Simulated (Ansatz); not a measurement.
**GeH₆OSi: small, medium and large basis sets**

Aim: see how fast density functionals converge with the basis set for GeH₆OSi.

Method: one geometry, several basis sets; program: Ansatz 0.2.0, Gaussian basis.

The runs, in order: PBE0-D4/def2-SVP; ωB97M-V/def2-SVP; PBE0-D4/def2-QZVPP; ωB97M-V/def2-QZVPP; the functionals' def2-TZVPP values are taken from earlier runs.

### 1 The relaxed structure

All runs share one geometry, relaxed beforehand with PBE0-D4 in a triple-zeta def2 set.

SMILES `[SiH3][O][GeH3]`, 9 atoms, charge 0, spin multiplicity 1.

Atoms are counted from 1 here; the program's logs count them from 0.

Bond lengths: Si1–O2 1.633 Å, Si1–H4 1.490 Å, Si1–H5 1.484 Å, Si1–H6 1.490 Å, O2–Ge3 1.776 Å, Ge3–H7 1.532 Å, Ge3–H8 1.538 Å, Ge3–H9 1.538 Å. Angles: O2–Si1–H4 111.0°, O2–Si1–H5 108.2°, O2–Si1–H6 111.0°, H4–Si1–H5 109.4°, H4–Si1–H6 107.8°, H5–Si1–H6 109.4°, Si1–O2–Ge3 134.7°, O2–Ge3–H7 105.5°, O2–Ge3–H8 108.4°, O2–Ge3–H9 108.4°, H7–Ge3–H8 111.8°, H7–Ge3–H9 111.8°, H8–Ge3–H9 110.8°.

### 2 PBE0-D4 in def2-SVP

The input, in.yaml:

```yaml
crystal:
  periodic: [false, false, false]
  atoms:
    - {symbol: Si, position_ang: [-0.686613, 1.033121, -0.921361]}
    - {symbol: O, position_ang: [0.592728, 0.201852, -0.339398]}
    - {symbol: Ge, position_ang: [0.809846, -1.049482, 0.901674]}
    - {symbol: H, position_ang: [-1.697466, 0.113186, -1.514514]}
    - {symbol: H, position_ang: [-0.195757, 1.964799, -1.966748]}
    - {symbol: H, position_ang: [-1.355582, 1.810795, 0.159276]}
    - {symbol: H, position_ang: [2.310793, -1.355590, 0.916959]}
    - {symbol: H, position_ang: [-0.018768, -2.280510, 0.498390]}
    - {symbol: H, position_ang: [0.329319, -0.484370, 2.248722]}
basis:
  gaussian: {orbitals: def2-SVP}
hamiltonian: {xc: pbe0, dispersion: d4}
output: {orbitals: {seedname: orbitals}}
```

Further steps of the session: ωB97M-V in def2-SVP; PBE0-D4 in def2-QZVPP; ωB97M-V in def2-QZVPP.

Before running them: what should the planned runs give, taken together? Wanted: PBE0-D4: double and triple zeta above quadruple; ωB97M-V: double and triple zeta above quadruple.

The runs gave:

| quantity | value |
| --- | --- |
| PBE0-D4: double and triple zeta above quadruple | 14.31, 1.65 eV |
| ωB97M-V: double and triple zeta above quadruple | 14.33, 1.58 eV |

What this shows: PBE0-D4 gains 12.66 eV from double to triple zeta, then 1.65 eV more. These are total energies; as a rule much of such shifts cancels in differences, which this series doesn't test. The LUMO of ωB97M-V is positive and keeps falling with the basis (2.00 to 1.13 eV): an unbound level that the basis holds in place.
